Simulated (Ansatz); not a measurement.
# AlSn (P-6m2) in Ansatz: settings compared, part 2 of 2

Ansatz 0.2.0. Earlier steps stand in the parts before.

## (4) Relaxation of cell and atoms, BLYP+D4

Contents of input.yaml:

```yaml
crystal:
  lattice:
    - [4.1981056157, 0.0, 0.0]
    - [-2.0990528078, 3.6356661109, 0.0]
    - [0.0, 0.0, 3.306847]
  atoms:
    - { symbol: Sn, position: [0.3333333333, 0.6666666667, 0.5] }
    - { symbol: Al, position: [0.0, 0.0, 0.0] }
hamiltonian:
  xc: blyp
  pseudopotentials: { kind: paw }
  dispersion: d4
kpoints:
  mp_grid: { grid: [7, 7, 8] }
scf:
  occupations: { method: fermi_dirac, width: 0.05 }
output:
  forces: true
  stress: true
  eigenvalues: true
relax:
  f_tol: 0.01
  max_steps: 40
  cell: { stress_tol: 0.05 }
```

The run is started by

```
$ ansatz run input.yaml --threads 2 --pin off --max-ram 5632MiB --backend cpu --events-out ev --progress --plain --runs-dir out
```

Run time: 7.9 s. Hardware: 2 threads of Arm Neoverse V1, shared host; peak memory 0.34 GiB.

The run converged. Its results:

```
Free energy                            : -6582.0327 eV
Relaxed volume                         : 25.00 Å³/atom
Relaxed cell                           : a = 4.171 Å, b = 4.171 Å, c = 3.318 Å, α = 90.00°, β = 90.00°, γ = 120.00°
Space group after relaxing (to 0.05 Å) : P-6m2 (No. 187)
Energy gained by relaxing              : 0.8 meV/atom
Ionic steps                            : 4
Pressure after relaxing                : 0.0 GPa
Band gap on the k mesh                 : none (metal or under the smearing width)
```

Step by step:
```
step  energy change (eV)  largest force (eV/Å)  volume (Å³)
   1              0.0000                0.0000        50.47
   2             -0.0014                0.0000        49.88
   3             -0.0016                0.0000        49.99
   4             -0.0015                0.0000        49.99
```

Final structure:
```
Sn Al
1.0
     4.17126    0.00000    0.00000
    -2.08563    3.61242    0.00000
     0.00000    0.00000    3.31781
Sn Al
1 1
Cartesian
  0.0000 2.4083 1.6589
  0.0000 0.0000 0.0000
```

Levels at points of the mesh, in eV from the Fermi level:
| k point | band 5 | band 6 | band 7 | band 8 | band 9 | band 10 | band 11 | band 12 |
| --- | --- | --- | --- | --- | --- | --- | --- | --- |
| (0.00, 0.00, 0.00) | -21.22 | -10.47 | -0.16 | -0.16 | 0.73 | 2.43 | 3.32 | 3.32 |
| (0.00, 0.00, -0.50) | -21.17 | -7.52 | -6.21 | 2.69 | 2.69 | 3.62 | 3.62 | 3.92 |

Caveat: the plane-wave basis is chosen anew once the cell has moved, so the energies of steps on either side of that aren't comparable; pairwise dispersion overbinds metals, which lowers pressure and volume; the PAW data sets come from PBE, with cores solved anew for the run's functional, which leaves a small shift of forces and pressure.

## (5) Single point, PBE

input.yaml: that of step 4 with these lines changed.

```diff
@@ -9,5 +9,4 @@
 hamiltonian:
-  xc: blyp
+  xc: pbe
   pseudopotentials: { kind: paw }
-  dispersion: d4
 kpoints:
@@ -15,3 +14,3 @@
 scf:
-  occupations: { method: fermi_dirac, width: 0.05 }
+  occupations: { method: gaussian, width: 0.027 }
 output:
@@ -20,5 +19 @@
   eigenvalues: true
-relax:
-  f_tol: 0.01
-  max_steps: 40
-  cell: { stress_tol: 0.05 }
```

The run is started by

```
$ ansatz run input.yaml --threads 2 --pin off --max-ram 5632MiB --backend cpu --events-out ev --progress --plain --runs-dir out
```

It took 1.7 s on 2 threads of Arm Neoverse V1, shared host; peak memory 0.32 GiB.

The run converged. Its results:

```yaml
Free_energy: -6561.3231 eV
Pressure: 0.3 GPa
Band_gap_on_the_k_mesh: none (metal or under the smearing width)
```

Stress tensor (GPa, compression positive):
```
0.01 0.00 0.00
0.00 0.01 0.00
0.00 0.00 0.82
```

Levels at points of the mesh, in eV from the Fermi level:
| k point | band 5 | band 6 | band 7 | band 8 | band 9 | band 10 | band 11 | band 12 |
| --- | --- | --- | --- | --- | --- | --- | --- | --- |
| (0.00, 0.00, 0.00) | -21.23 | -10.44 | -0.22 | -0.22 | 0.70 | 2.61 | 3.13 | 3.13 |
| (0.00, 0.00, -0.50) | -21.18 | -7.42 | -6.21 | 2.72 | 2.72 | 3.58 | 3.58 | 3.78 |

## (6) Single point, PBE

input.yaml: that of step 5 with these lines changed.

```diff
@@ -14,3 +14,3 @@
 scf:
-  occupations: { method: gaussian, width: 0.027 }
+  occupations: { method: gaussian, width: 0.028 }
 output:
```

Potentials or basis: Ansatz PAW.

The run is started by

```
$ ansatz run input.yaml --threads 2 --pin off --max-ram 5632MiB --backend cpu --events-out ev --progress --plain --runs-dir out
```

Wall time 1.7 s (2 threads of Arm Neoverse V1, shared host); peak memory 0.31 GiB.

Results (log left out):

| Quantity | Value |
| --- | --- |
| Free energy | -6561.3232 eV |
| Pressure | 0.3 GPa |
| Band gap on the k mesh | none (metal or under the smearing width) |

Stress tensor (GPa, compression positive):
```
0.01 0.00 0.00
0.00 0.01 0.00
0.00 0.00 0.82
```

Levels at points of the mesh, in eV from the Fermi level:
| k point | band 4 | band 5 | band 6 | band 7 | band 8 | band 9 | band 10 | band 11 | band 12 | band 13 |
| --- | --- | --- | --- | --- | --- | --- | --- | --- | --- | --- |
| (0.00, 0.00, 0.00) | -21.23 | -21.23 | -10.44 | -0.22 | -0.22 | 0.70 | 2.61 | 3.13 | 3.13 | 5.18 |
| (0.00, 0.00, -0.50) | -21.24 | -21.18 | -7.42 | -6.21 | 2.72 | 2.72 | 3.58 | 3.58 | 3.78 | 4.17 |

## (7) Summary

```tsv
task	level	cell	smearing	gap on the mesh (eV)	pressure (GPa)	relaxed volume (Å³/atom)
single point	PBE	as given	gaussian 0.011 eV	none	0.3	-
relaxation of cell and atoms	PBE	relaxed	fermi-dirac 0.05 eV	none	0.0	25.35
relaxation of cell and atoms	BLYP+D4	relaxed	fermi-dirac 0.05 eV	none	0.0	25.00
single point	PBE	as given	gaussian 0.027 eV	none	0.3	-
single point	PBE	as given	gaussian 0.028 eV	none	0.3	-
```

Alike in all rows: potentials or basis Ansatz PAW; no spin polarisation; k mesh 7 × 7 × 8; cutoff (eV) 420.

Every run on the cell as given and a fine mesh finds a metal.

Caveats: the plane-wave basis is chosen anew once the cell has moved, so the energies of steps on either side of that aren't comparable (some runs); pairwise dispersion overbinds metals, which lowers pressure and volume (some runs); the PAW data sets come from PBE, with cores solved anew for the run's functional, which leaves a small shift of forces and pressure (some runs).

Absolute energies hang on the potentials; compare differences alone.
